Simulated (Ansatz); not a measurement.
**Cobalt, omega (AlB2-type) under PBEsol: ground state and equation of state**

The plan for cobalt in the omega (AlB2-type) structure: relax it, solve it on a dense k-mesh, then scale the cell to 7 volumes from 88 to 112 % of the relaxed one and try a fit of the equation of state. Spin polarisation is left out, though the real metal is magnetic, so this state lies above the ground state. The k-meshes are 9×9×13 for the relaxation; 12×12×17 for the dense run; 11×11×15 for the volumes.

Program: Ansatz 0.2.0. Level of theory: DFT PBEsol, plane waves (420 eV) with PAW, scalar-relativistic; PBE-made PAW files. These are calculated values, not measurements.

### 1 The starting structure

Symmetry: P6/mmm, No. 191, hexagonal system. Conventional cell: a = 3.970 Å, b = 3.970 Å, c = 2.434 Å, α = 90.00°, β = 90.00°, γ = 120.00°. Around Co (site symmetry 6/mmm) lie 14 Co at 2.43 to 2.60 Å. Co (site symmetry -6m2) has 11 Co at 2.29 to 2.60 Å as nearest neighbours.

As a file:

```cif
data_structure
_symmetry_space_group_name_H-M 'P6/mmm'
_symmetry_Int_Tables_number 191
_cell_length_a 3.9701
_cell_length_b 3.9701
_cell_length_c 2.4337
_cell_angle_alpha 90.000
_cell_angle_beta 90.000
_cell_angle_gamma 120.000
_cell_volume 33.22
loop_
_atom_site_label
_atom_site_type_symbol
_atom_site_symmetry_multiplicity
_atom_site_Wyckoff_symbol
_atom_site_fract_x
_atom_site_fract_y
_atom_site_fract_z
_atom_site_occupancy
Co1 Co 1 a 0.00000 0.00000 0.00000 1
Co2 Co 2 d 0.33333 0.66667 0.50000 1
```

### 2 Geometry optimisation

input.yaml

```yaml
crystal:
  lattice:
    - [3.9701439143, 0.0, 0.0]
    - [-1.9850719572, 3.4382454865, 0.0]
    - [0.0, 0.0, 2.4336982195]
  atoms:
    - { symbol: Co, position: [0.0, 0.0, 0.0] }
    - { symbol: Co, position: [0.3333333333, 0.6666666667, 0.5] }
    - { symbol: Co, position: [0.6666666667, 0.3333333333, 0.5] }
hamiltonian:
  xc: pbesol
  pseudopotentials:
    kind: paw
    azcp:
      Co: "pseudopotentials/Co.paw.azcp"
basis:
  ecutwfc: 420
  fft_grid_basis: typed
kpoints:
  mp_grid: { grid: [9, 9, 13], shift: [0, 0, 0] }
magnetization:
  spin_polarized: false
scf:
  occupations: { method: fermi_dirac, width: 0.1 }
relax:
  max_steps: 60
  f_tol: 0.01
  cell: {}
```

Further steps of the session: The energy on a finer k-mesh; Equation of state: 88 %; Equation of state: 92 %; Equation of state: 96 %; Equation of state: 100 %; Equation of state: 104 %; Equation of state: 108 %; Equation of state: 112 %.

Q: Predict the outcome of this session. Wanted: space group; conventional cell; volume; shortest distance; gap on the mesh; relative to hcp, ferromagnetic; V₀, B₀, B₀′.

As calculated:

| quantity | value |
| --- | --- |
| space group (spins left aside) | P6/mmm (No. 191) |
| conventional cell | a = 3.855 Å, c = 2.361 Å (c/a = 0.612) |
| volume | 10.129 Å³/atom |
| shortest distance | 2.226 Å |
| gap on the mesh | none (levels filled in part) |
| relative to hcp, ferromagnetic | +335 meV/atom |
| V₀, B₀, B₀′ | 10.094 Å³/atom, 275 GPa, 4.7 |

In words: From the guessed start the volume shrank by 8.5 % in 7 steps. It lies 335 meV/atom above the element's reference form at the same level (hcp, ferromagnetic, from a run of its own); part of this is magnetic energy, as this run has no moments. Levels at the Fermi energy are filled in part, as in a metal. B₀ comes out at 275 GPa; letting shape and positions relax at each volume could only lower it. The symmetry was held, so the structure may be unstable against distortions that break it.
